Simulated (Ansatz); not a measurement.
# As6P2: the cost of one run

The runs use Ansatz 0.2.0, Gaussian basis; RKS PBE0-D4/def2-TZVP.

Levels to be run: a single point at PBE0-D4/def2-TZVP.

7 further runs of the same task are left out: 5 that didn't finish, 2 set aside as unsound or not needed. Runs told in other sessions of the task aren't counted.

## (1) The relaxed structure

The geometry is that of the singlet, from an earlier relaxation (PBE-D4/def2-SVP). At that level it is the lowest of the isomers that a small search found.

8 atoms, charge 0, spin multiplicity 1.

Atoms are counted from 1 here; the program's logs count them from 0.

Bond lengths: P1–As5 2.351 Å, P1–As6 2.471 Å, P1–As7 2.356 Å, P2–As4 2.341 Å, P2–As6 2.390 Å, P2–As7 2.407 Å, As3–As5 2.444 Å, As3–As8 2.277 Å, As4–As5 2.522 Å, As4–As6 2.501 Å, As7–As8 2.447 Å. Angles: As5–P1–As6 86.6°, As5–P1–As7 102.3°, As6–P1–As7 83.8°, As4–P2–As6 63.8°, As4–P2–As7 107.4°, As6–P2–As7 84.5°, As5–As3–As8 106.9°, P2–As4–As5 103.8°, P2–As4–As6 59.0°, As5–As4–As6 82.4°, P1–As5–As3 104.0°, P1–As5–As4 92.3°, As3–As5–As4 98.0°, P1–As6–P2 89.9°, P1–As6–As4 90.0°, P2–As6–As4 57.1°, P1–As7–P2 92.3°, P1–As7–As8 104.2° and more.

Bonds by kind at the end (by distance):

| bond | count | shortest (Å) | longest (Å) |
| --- | --- | --- | --- |
| As–P | 6 | 2.341 | 2.471 |
| As–As | 5 | 2.277 | 2.522 |

## (2) Single point, PBE0-D4/def2-TZVP

start.molden holds the orbitals of an earlier run on this state, given as this run's starting guess.

in.yaml

```yaml
crystal:
  periodic: [false, false, false]
  atoms:
    - {symbol: P, position_ang: [-1.039890, 0.047049, -1.599272]}
    - {symbol: P, position_ang: [0.577893, -1.897479, 0.725356]}
    - {symbol: As, position_ang: [0.002230, 2.431296, 1.143064]}
    - {symbol: As, position_ang: [2.130438, -0.375090, -0.140958]}
    - {symbol: As, position_ang: [0.702299, 1.512405, -1.010742]}
    - {symbol: As, position_ang: [0.675195, -1.731208, -1.656489]}
    - {symbol: As, position_ang: [-1.606889, -0.918819, 0.473344]}
    - {symbol: As, position_ang: [-1.441266, 0.931846, 2.065696]}
basis:
  gaussian: {orbitals: def2-TZVP, initial_orbitals: start.molden}
hamiltonian: {xc: pbe0, dispersion: d4}
scf: {omitted_lower_state_checks: [starts]}
output: {orbitals: {seedname: orbitals}}
```

Started as:

```console
ansatz run in.yaml --threads 4 --pin off --events-out ev --progress --plain --max-ram 6963MiB
```

**Question.** How long does this run take on 4 threads of Arm Neoverse V1, shared host, and how much memory does it need?

About 48 s, with a peak of 2.1 GiB.
